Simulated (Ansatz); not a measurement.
# CH6BNOSi: up Jacob's ladder to CCSD(T)

Aim: compute CH6BNOSi with functionals from several rungs and with coupled cluster, and see how far each lands from CCSD(T) at the basis-set limit for the atomisation energy.

Method: functionals in def2-TZVPP, the program's frozen cores in correlated methods; program: Ansatz 0.2.0, Gaussian basis.

Plan: LDA (SPW92), PBE-D4, revPBE-D4, BLYP-D4, r2SCAN-D4, B97M-V, PBE0-D4, B3LYP-D4, r2SCANh-D4, r2SCAN0-D4, HSE06-D4, BHLYP-D4, CAM-B3LYP-D4, LC-ωPBE, ωB97X-V, ωB97M-V, B2PLYP, PBE-QIDH; CCSD(T)/def2-SVP; CCSD(T)/def2-TZVPP; MP2/def2-QZVPP; extrapolation to the limit; RPA on PBE.

**1. Structure used throughout**

The geometry comes from an earlier relaxation with PBE0-D4 in a triple-zeta def2 set; it is a stationary point, not always the lowest conformer.

11 atoms, charge 0, spin multiplicity 1.

Atoms are counted from 1 here; the program's logs count them from 0.

Bond lengths: B1–Si2 1.979 Å, B1–H6 1.193 Å, B1–H7 1.194 Å, Si2–O3 1.645 Å, Si2–C4 1.852 Å, Si2–N5 1.715 Å, O3–H8 0.959 Å, C4–N5 1.490 Å, C4–H9 1.087 Å, C4–H10 1.092 Å, N5–H11 1.008 Å. Angles: Si2–B1–H6 119.2°, Si2–B1–H7 121.6°, H6–B1–H7 119.0°, B1–Si2–O3 112.1°, B1–Si2–C4 120.6°, B1–Si2–N5 120.1°, O3–Si2–C4 119.8°, O3–Si2–N5 121.5°, C4–Si2–N5 49.2°, Si2–O3–H8 118.1°, Si2–C4–N5 60.6°, Si2–C4–H9 126.1°, Si2–C4–H10 115.5°, N5–C4–H9 115.0°, N5–C4–H10 117.2°, H9–C4–H10 112.6°, Si2–N5–C4 70.2°, Si2–N5–H11 129.5° and more.

Geometry (Å):

```xyz
11
CH6BNOSi
B    -0.67808    1.70924    1.02285
Si    0.29609    0.30483    0.02565
O     1.57040    0.91445   -0.81801
C    -0.59284   -1.19144   -0.60614
N     0.28665   -1.31460    0.59027
H    -1.33200    1.40207    1.97266
H    -0.70826    2.84018    0.64159
H     2.05835    0.32086   -1.39129
H    -1.63860   -1.43554   -0.43486
H    -0.21575   -1.60009   -1.54640
H     1.01945   -2.00697    0.56428
```

**2. LDA**

This LDA is Slater exchange with PW92 correlation.

in.yaml

```yaml
crystal:
  periodic: [false, false, false]
  atoms:
    - {symbol: B, position_ang: [-0.678082, 1.709243, 1.022849]}
    - {symbol: Si, position_ang: [0.296093, 0.304829, 0.025654]}
    - {symbol: O, position_ang: [1.570396, 0.914451, -0.818014]}
    - {symbol: C, position_ang: [-0.592843, -1.191435, -0.606142]}
    - {symbol: N, position_ang: [0.286650, -1.314599, 0.590267]}
    - {symbol: H, position_ang: [-1.332004, 1.402066, 1.972665]}
    - {symbol: H, position_ang: [-0.708258, 2.840184, 0.641589]}
    - {symbol: H, position_ang: [2.058353, 0.320860, -1.391289]}
    - {symbol: H, position_ang: [-1.638602, -1.435538, -0.434860]}
    - {symbol: H, position_ang: [-0.215754, -1.600093, -1.546400]}
    - {symbol: H, position_ang: [1.019450, -2.006970, 0.564280]}
basis:
  gaussian: {orbitals: def2-TZVPP}
hamiltonian: {xc: lda}
output: {orbitals: {seedname: orbitals}}
```

The run is started by

```bash
$ ansatz run in.yaml --threads 4 --pin off --events-out ev --progress --plain --max-ram 10444MiB
```

After this run come: PBE-D4 (GGA); revPBE-D4 (GGA); BLYP-D4 (GGA); r2SCAN-D4 (meta-GGA); B97M-V (meta-GGA); PBE0-D4 (hybrid); B3LYP-D4 (hybrid); r2SCANh-D4 (hybrid); r2SCAN0-D4 (hybrid); HSE06-D4 (hybrid); BHLYP-D4 (hybrid); CAM-B3LYP-D4 (range-separated); LC-ωPBE (range-separated); ωB97X-V (range-separated); ωB97M-V (range-separated); B2PLYP (double hybrid); PBE-QIDH (double hybrid); CCSD(T) in def2-SVP; CCSD(T) in def2-TZVPP; MP2 in def2-QZVPP; RPA on PBE orbitals.

Before running them: what should the planned runs give, taken together? Wanted: atomisation energy, CCSD(T)/CBS; farthest beyond LDA; mean size of error, GGA; mean size of error, meta-GGA; mean size of error, hybrid; mean size of error, range-separated; mean size of error, double hybrid; gap, smallest and largest; T1 diagnostic.

The runs gave:

```
                               quantity                                                                 value
        atomisation energy, CCSD(T)/CBS                                                         3976.7 kJ/mol
 functionals within 19.9 kJ/mol (0.5 %)  revPBE-D4, BLYP-D4, PBE0-D4, B3LYP-D4, r2SCANh-D4, HSE06-D4, LC-ωPBE
                    farthest beyond LDA                                              BHLYP-D4 (-115.0 kJ/mol)
                mean size of error, GGA                                                           40.4 kJ/mol
           mean size of error, meta-GGA                                                           22.5 kJ/mol
             mean size of error, hybrid                                                           36.2 kJ/mol
    mean size of error, range-separated                                                           21.4 kJ/mol
      mean size of error, double hybrid                                                           31.1 kJ/mol
              gap, smallest and largest                              1.83 eV (LDA (SPW92)), 8.88 eV (LC-ωPBE)
                          T1 diagnostic                                                                0.0140
triples share of the correlation energy                                                                 3.9 %
```

**Reading.** The LDA atomisation energy is off by 608.9 kJ/mol (15 %): it overbinds. PBE-D4 is off by +96.5 kJ/mol. Double hybrids carry the basis error of their MP2 part in triple zeta, and no dispersion term here, so their miss is partly the set-up's. By mean error the best rung here is range-separated (21.4 kJ/mol) and the worst beyond LDA is GGA (40.4 kJ/mol). The gap between the best rungs is small, so their order is not settled. Misses under about 19.9 kJ/mol are within the doubt on the reference itself, which lacks core-valence correlation, relativity and higher excitations. Hartree-Fock recovers 71 % of the binding; the rest is correlation. CCSD(T) in def2-SVP is off by -296.9 kJ/mol, so the small basis spoils what the method gains. The gap grows from 1.8 to 8.9 eV across the functionals, mostly with the share of exact exchange.
